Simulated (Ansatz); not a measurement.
YBRh3 (distorted cell), a check of forces and pressure against finite differences

Computed with the Python package of Ansatz (0.2.0).

Typed at the interpreter:
```pycon
>>> import ansatz
>>> import numpy as np
>>> VECTORS = np.array([
...     [4.1641, 0.0, 0.0],
...     [0.0, 4.1641, 0.0],
...     [0.0, 0.0, 4.1641],
... ])
>>> SITES = [
...     ('Y', [0.00381, 0.99725, 0.98902]),
...     ('B', [0.50768, 0.48811, 0.45963]),
...     ('Rh', [0.02006, 0.47653, 0.46184]),
...     ('Rh', [0.49631, 0.97768, 0.51416]),
...     ('Rh', [0.52087, 0.51584, 0.98449]),
... ]
>>> def build(cell):
...     crystal = ansatz.Crystal(lattice=ansatz.Lattice.of(cell))
...     for symbol, position in SITES:
...         crystal = crystal.atom(symbol, position)
...     return crystal
...
>>> def solve(crystal):
...     return (
...         crystal.calculation()
...         .functional('PBEsol')
...         .occupations('Gaussian', width=0.1)  # smearing steadies the SCF of a metal
...         .basis(540, xc_grid=2)
...         .kpoints(4, 4, 4)  # the mesh must be finer for metals
...         .scf(tolerance=1e-09)
...         .forces()
...         .stress()  # GPa
...         .run(threads=1)
...     ).report
...
>>> centre = solve(build(VECTORS))
DeckWarning: output.stress: scf.convergence.dr2_threshold = 1e-9 eV is looser than the 5e-10 eV advised for a printed stress (1e-10 eV for each atom of the cell: 5). What an SCF threshold leaves in a stress goes as its square root, and in the free energy as the threshold itself, and one threshold admits the most on a [...]
>>> start = build(VECTORS)
>>> # central difference: F = -(E(+h) - E(-h)) / 2h
>>> print(f'force on atom 3 along y: analytic {centre["forces_ev_ang"][3][1]:.4f} eV/A')
force on atom 3 along y: analytic 0.9784 eV/A
>>> for h in (0.005, 0.02):
...     shift = np.eye(3)[1] * h @ np.linalg.inv(VECTORS)
...     plus, minus = (solve(start.move(3, to=np.array(SITES[3][1]) + sign * shift))['lagrangian_ev'] for sign in (1, -1))
...     print(f'  step {h} A: numerical {-(plus - minus) / (2 * h):.4f} eV/A')
...
  step 0.005 A: numerical 0.9785 eV/A
  step 0.02 A: numerical 0.9795 eV/A
>>> # P = -dF/dV; the difference feels the change of the plane-wave count with the cell
>>> volume = abs(np.linalg.det(VECTORS))
>>> larger, smaller = (solve(build(VECTORS * (1 + sign * 0.005) ** (1 / 3)))['lagrangian_ev'] for sign in (1, -1))
>>> numerical = -(larger - smaller) / (0.01 * volume) * 160.21766
>>> print(f'pressure: analytic {np.trace(centre["stress_gpa"]) / 3:.3f}, numerical {numerical:.3f} GPa')
pressure: analytic -0.336, numerical -0.333 GPa
```

The mesh is modest for a metal, so energies can be off by several to tens of meV an atom and pressures by half a GPa or more; differences at equal mesh fare better. Pressure is positive in compression. The cell is a database structure, distorted on purpose. Warnings are shown shortened and without file and line. The central difference errs as the square of the step, so the shorter step is the fairer test; what remains comes from the finite grid and the SCF threshold. It ran for 40 s on 1 thread of Intel(R) Xeon(R) 6975P-C (Granite Rapids), on a shared host, peak memory 0.49 GiB.
